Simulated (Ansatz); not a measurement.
## Nudged elastic band run: Si

input.yaml

```yaml
crystal:
  lattice:
    - [0.0, 5.43, 5.43]
    - [5.43, 0.0, 5.43]
    - [5.43, 5.43, 0.0]
  atoms:
    - { symbol: Si, position: [0.00256406, 0.00139136, -0.0065768] }
    - { symbol: Si, position: [0.12803968, 0.12745697, 0.12196996] }
    - { symbol: Si, position: [0.00205954, 0.0014552, 0.50201918] }
    - { symbol: Si, position: [0.12541376, 0.12400085, 0.6247693] }
    - { symbol: Si, position: [-0.00124434, 0.49965056, 0.00045236] }
    - { symbol: Si, position: [0.12860072, 0.62106741, 0.12170525] }
    - { symbol: Si, position: [0.00257336, 0.49261399, 0.50203484] }
    - { symbol: Si, position: [0.12815777, 0.62126913, 0.62804359] }
    - { symbol: Si, position: [0.50052245, -0.0015185, 0.00039942] }
    - { symbol: Si, position: [0.62244061, 0.1274343, 0.12206709] }
    - { symbol: Si, position: [0.49406362, 0.00149497, 0.50217423] }
    - { symbol: Si, position: [0.62208914, 0.12759156, 0.62804357] }
    - { symbol: Si, position: [0.50106946, 0.4996394, 0.00055663] }
    - { symbol: Si, position: [0.62512679, 0.62468503, 0.12505451] }
    - { symbol: Si, position: [0.50066473, 0.49975458, 0.49873804] }
    - { symbol: Si, position: [0.6222981, 0.62125188, 0.62815402] }
    - { symbol: Si, position: [0.87549767, 0.87373962, 0.37490032] }
basis:
  ecutwfc: 420.0
kpoints:
  mp_grid: { grid: [2, 2, 2] }
hamiltonian:
  xc: pbe
  pseudopotentials: { kind: paw, azcp: { folder: soft_1 } }
scf:
  occupations: { method: gaussian, width: 0.02 }
  lower_state_search: "off"
neb:
  images: 5
  f_tol: 0.03
  initial_path: idpp
  max_iterations: 63
  spring: 10.0
  final_atoms:
    - { symbol: Si, position: [3.777e-05, 4.535e-05, -0.00020232] }
    - { symbol: Si, position: [0.12452405, 0.12452387, 0.12453982] }
    - { symbol: Si, position: [0.00305436, 0.00304283, 0.49684064] }
    - { symbol: Si, position: [0.12466523, 0.12466484, 0.62600605] }
    - { symbol: Si, position: [0.00290131, 0.49689892, 0.00324773] }
    - { symbol: Si, position: [0.12455499, 0.6263193, 0.12457089] }
    - { symbol: Si, position: [0.00310759, 0.4970381, 0.49686892] }
    - { symbol: Si, position: [0.1312191, 0.62294607, 0.62287907] }
    - { symbol: Si, position: [0.49689687, 0.00289484, 0.00325283] }
    - { symbol: Si, position: [0.62630958, 0.12455813, 0.12457429] }
    - { symbol: Si, position: [0.49703571, 0.00310157, 0.49687197] }
    - { symbol: Si, position: [0.62295952, 0.13117517, 0.62289525] }
    - { symbol: Si, position: [0.49692944, 0.49693493, 0.00330254] }
    - { symbol: Si, position: [0.62245383, 0.62245647, 0.13261323] }
    - { symbol: Si, position: [0.49978855, 0.49974643, 0.50112786] }
    - { symbol: Si, position: [0.62310148, 0.6231022, 0.62304788] }
    - { symbol: Si, position: [0.7497611, 0.74971673, 0.75122958] }
  order_check: true
```

Run as:

```bash
$ ansatz run input.yaml --threads 1 --pin off --max-ram 3072MiB --backend cpu --events-out ev --progress --plain --runs-dir out
```

Output, in part (warnings, iteration lines):

```
NEB end point (image 0): max|allowed force component| = 1.448e-2 eV/Å (the criterion of neb.relax_end_points is 1.000e-2)
NEB end point (image 6): max|allowed force component| = 1.180e-2 eV/Å (the criterion of neb.relax_end_points is 1.000e-2)
NEB iter   1: max|band force component| = 2.470e0 eV/Å  barrier→ = 0.9737 eV  barrier← = 0.9737 eV  Δτ_max = 0.1444 Å  (63 SCF iters)
NEB iter   2: max|band force component| = 1.017e0 eV/Å  barrier→ = 0.5114 eV  barrier← = 0.5114 eV  Δτ_max = 0.1790 Å  (36 SCF iters)
NEB iter   3: max|band force component| = 3.266e-1 eV/Å  barrier→ = 0.3782 eV  barrier← = 0.3782 eV  CI = image 4  Δτ_max = 0.1941 Å  (37 SCF iters)
NEB iter   4: max|band force component| = 2.389e-1 eV/Å  barrier→ = 0.3161 eV  barrier← = 0.3161 eV  CI = image 4  Δτ_max = 0.1926 Å  (34 SCF iters)
NEB iter   5: max|band force component| = 7.727e-1 eV/Å  barrier→ = 0.3100 eV  barrier← = 0.3100 eV  CI = image 3  Δτ_max = 0.1963 Å  (34 SCF iters)
NEB iter   6: max|band force component| = 3.730e-1 eV/Å  barrier→ = 0.3709 eV  barrier← = 0.3709 eV  CI = image 4  Δτ_max = 0.1936 Å  (33 SCF iters)
NEB iter   7: max|band force component| = 4.104e-1 eV/Å  barrier→ = 0.3840 eV  barrier← = 0.3839 eV  CI = image 4  Δτ_max = 0.0982 Å  (33 SCF iters)
NEB iter   8: max|band force component| = 3.607e-1 eV/Å  barrier→ = 0.3792 eV  barrier← = 0.3792 eV  CI = image 4  Δτ_max = 0.1008 Å  (33 SCF iters)
[... lines left out ...]
```

It converged. The band force fell under the threshold earlier too, but the program's further tests of the path sent the band on. By the program's own check the climbing image is of a kind that is not told: the force calls were inconclusive, a negative curvature could not be distinguished from the path's own, the only one lies far off the path, or fixed occupations may fill a level only in part (lowest curvatures found: -0.27 and 0.72 eV/Å²). Limits of this set-up: coarse k mesh, a small cell, in which the defect meets its images.

Final band (atoms are numbered from 1 in the order of the input):

```json
{"image": "0", "path coordinate (Å)": "0.00", "energy (eV)": "0.00", "Si1–Si17 (Å)": "2.39", "Si14–Si17 (Å)": "4.70"}
{"image": "1", "path coordinate (Å)": "0.57", "energy (eV)": "0.12", "Si1–Si17 (Å)": "2.45", "Si14–Si17 (Å)": "4.24"}
{"image": "2", "path coordinate (Å)": "1.14", "energy (eV)": "0.28", "Si1–Si17 (Å)": "2.62", "Si14–Si17 (Å)": "3.75"}
{"image": "3", "path coordinate (Å)": "1.71", "energy (eV)": "0.30", "Si1–Si17 (Å)": "3.13", "Si14–Si17 (Å)": "3.13"}
{"image": "4", "path coordinate (Å)": "2.28", "energy (eV)": "0.28", "Si1–Si17 (Å)": "3.76", "Si14–Si17 (Å)": "2.62"}
{"image": "5", "path coordinate (Å)": "2.85", "energy (eV)": "0.11", "Si1–Si17 (Å)": "4.25", "Si14–Si17 (Å)": "2.45"}
{"image": "6", "path coordinate (Å)": "3.42", "energy (eV)": "0.00", "Si1–Si17 (Å)": "4.70", "Si14–Si17 (Å)": "2.39"}
```

Time of the run: 31 min on 1 thread of Arm Neoverse V2, on a shared host, peak memory 0.82 GiB.
